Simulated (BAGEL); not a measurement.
# AlHBrF (SMILES [F][AlH][Br]): HF/cc-pVDZ (density fitting with qzvpp-jkfit)

Aim: the energy change on altering one bond length of AlHBrF at HF/cc-pVDZ (density fitting with qzvpp-jkfit), from 2 runs. 

The calculation is run with BAGEL 1.2.2.

8 further runs of the same task are left out: 2 for a known fault of the program, 5 that didn't finish, 1 set aside as unsound or not needed.

### Step 1. The molecule

AlHBrF has 4 atoms, charge 0, and is taken as a singlet. SMILES: `[F][AlH][Br]`. The shape is that of a PBE0-D4/def2-TZVP optimisation.

Bond lengths: F1–Al2 1.641 Å, Al2–Br3 2.237 Å, Al2–H4 1.563 Å. Angles: F1–Al2–Br3 117.7°, F1–Al2–H4 119.7°, Br3–Al2–H4 122.6°.

### Step 2. A single-point energy at HF/cc-pVDZ (density fitting with qzvpp-jkfit)

calc.json

```json
{ "bagel": [

{
  "title": "molecule",
  "basis": "cc-pvdz.json",
  "df_basis": "qzvpp-jkfit",
  "angstrom": "true",
  "geometry": [
    { "atom": "F", "xyz": [    0.779100,   -0.805100,    1.280100 ] },
    { "atom": "Al", "xyz": [    0.132300,    0.076200,    0.056400 ] },
    { "atom": "Br", "xyz": [   -1.566600,   -0.822700,   -1.088000 ] },
    { "atom": "H", "xyz": [    0.710500,    1.491300,   -0.268800 ] }
  ]
},
{ "title": "hf" },
{ "title": "print", "file": "orbitals.molden", "orbitals": "true" }

]}
```

The basis set cc-pVDZ is read from a file made from the Basis Set Exchange's data (not shown).

The run is started by

```sh
$ BAGEL_NUM_THREADS=1 BAGEL calc.json > calc.out
```

Output:

```text
* using 1 threads per process

  ===============================================================
  ===============================================================

  *** Geometry ***

  { "atom" : "F", "xyz" : [      1.472286,     -1.521419,      2.419038 ] },
  { "atom" : "Al", "xyz" : [      0.250011,      0.143997,      0.106581 ] },
  { "atom" : "Br", "xyz" : [     -2.960445,     -1.554678,     -2.056022 ] },
  { "atom" : "H", "xyz" : [      1.342650,      2.818149,     -0.507958 ] },

  Number of auxiliary basis functions:      489

  Since a DF basis is specified, we compute 2- and 3-index integrals:
    o Being stored without compression. Storage requirement is 0.016 GB

  Number of basis functions:       64
  Number of electrons      :       58

    * METHOD: MOLECULE                             0.18

  *** RHF ***

  === Nuclear Repulsion ===
   207.0286008445

      * DIIS with orbital gradients will be used.

  === RHF iteration (cc-pvdz.json) ===
      0      -2914.31825724          0.01544856           0.06
      1      -2914.40699114          0.01083128           0.06
      2      -2914.46531522          0.00089764           0.05
      3      -2914.46592734          0.00022302           0.06
      4      -2914.46595984          0.00004463           0.06
      5      -2914.46596134          0.00000959           0.06
      6      -2914.46596142          0.00000279           0.06
      7      -2914.46596143          0.00000077           0.06
      8      -2914.46596143          0.00000027           0.06
      9      -2914.46596143          0.00000007           0.06
     10      -2914.46596143          0.00000002           0.06
     11      -2914.46596143          0.00000001           0.06
    * SCF iteration converged.

    * Permanent dipole moment:
           (   -0.079854,    -0.521333,     0.254538) a.u.

    * METHOD: HF                                   0.85

    * METHOD: PRINT                                0.01

  ===============================================================
```

Run time: 1.2 s. Hardware: 1 thread of Arm Neoverse V2, shared host; peak memory 0.098 GiB.

### Step 3. The distorted shape at the same level

job.json

```json
{ "bagel" : [

{
  "title" : "molecule",
  "basis" : "cc-pvdz.json",
  "df_basis" : "qzvpp-jkfit",
  "angstrom" : true,
  "geometry" : [
    { "atom" : "F", "xyz" : [    1.102493,   -1.245741,    1.891937 ] },
    { "atom" : "Al", "xyz" : [    0.132300,    0.076200,    0.056400 ] },
    { "atom" : "Br", "xyz" : [   -1.566600,   -0.822700,   -1.088000 ] },
    { "atom" : "H", "xyz" : [    0.710500,    1.491300,   -0.268800 ] }
  ]
},
{
  "title" : "hf",
  "charge" : 0
},
{
  "title" : "print",
  "file" : "orbitals.molden",
  "orbitals" : true
}

]}
```

The basis set cc-pVDZ is read from a file made from the Basis Set Exchange's data (not shown).

The run is started by

```sh
$ BAGEL_NUM_THREADS=1 BAGEL job.json > job.out
```

Output:

```text
* using 1 threads per process

  ===============================================================
  ===============================================================

  *** Geometry ***

  { "atom" : "F", "xyz" : [      2.083410,     -2.354109,      3.575243 ] },
  { "atom" : "Al", "xyz" : [      0.250011,      0.143997,      0.106581 ] },
  { "atom" : "Br", "xyz" : [     -2.960445,     -1.554678,     -2.056022 ] },
  { "atom" : "H", "xyz" : [      1.342650,      2.818149,     -0.507958 ] },

  Number of auxiliary basis functions:      489

  Since a DF basis is specified, we compute 2- and 3-index integrals:
    o Being stored without compression. Storage requirement is 0.016 GB

  Number of basis functions:       64
  Number of electrons      :       58

    * METHOD: MOLECULE                             0.17

  *** RHF ***

  === Nuclear Repulsion ===
   185.5175398582

      * DIIS with orbital gradients will be used.

  === RHF iteration (cc-pvdz.json) ===
      0      -2914.12422232          0.01695216           0.05
      1      -2914.17968961          0.01758545           0.05
      2      -2914.34072104          0.00143548           0.05
      3      -2914.34257575          0.00050911           0.05
      4      -2914.34283441          0.00018436           0.05
      5      -2914.34287836          0.00007376           0.05
      6      -2914.34288753          0.00001949           0.05
      7      -2914.34288810          0.00000324           0.05
      8      -2914.34288812          0.00000112           0.05
      9      -2914.34288812          0.00000048           0.05
     10      -2914.34288812          0.00000014           0.05
     11      -2914.34288812          0.00000006           0.05
     12      -2914.34288812          0.00000003           0.05
     13      -2914.34288812          0.00000001           0.05
     14      -2914.34288812          0.00000000           0.05
    * SCF iteration converged.

    * Permanent dipole moment:
           (    0.603456,    -1.261661,     1.424511) a.u.

    * METHOD: HF                                   0.86

    * METHOD: PRINT                                0.01

  ===============================================================
```

Wall time 1.2 s (1 thread of Arm Neoverse V2, shared host); peak memory 0.098 GiB.

### Step 4. What came out

At HF/cc-pVDZ (density fitting with qzvpp-jkfit):

| quantity | value |
| --- | --- |
| first shape: total energy | -2914.46596 Eh |
| first shape: dipole moment | 1.49 D |
| first shape: HOMO energy | -11.80 eV |
| first shape: LUMO energy | 1.46 eV |
| first shape: HOMO–LUMO gap | 13.27 eV |
| distorted shape: total energy | -2914.34289 Eh |
| distorted shape: dipole moment | 5.07 D |
| distorted shape: HOMO energy | -12.27 eV |
| distorted shape: LUMO energy | 0.37 eV |
| distorted shape: HOMO–LUMO gap | 12.63 eV |
| energy change with the F1–Al2 bond stretched from 1.641 to 2.461 Å | 3.349 eV |

With the F1–Al2 bond stretched from 1.641 to 2.461 Å the energy rises by 3.35 eV (77 kcal/mol). The first shape isn't relaxed at this level, so the change isn't measured from a minimum.
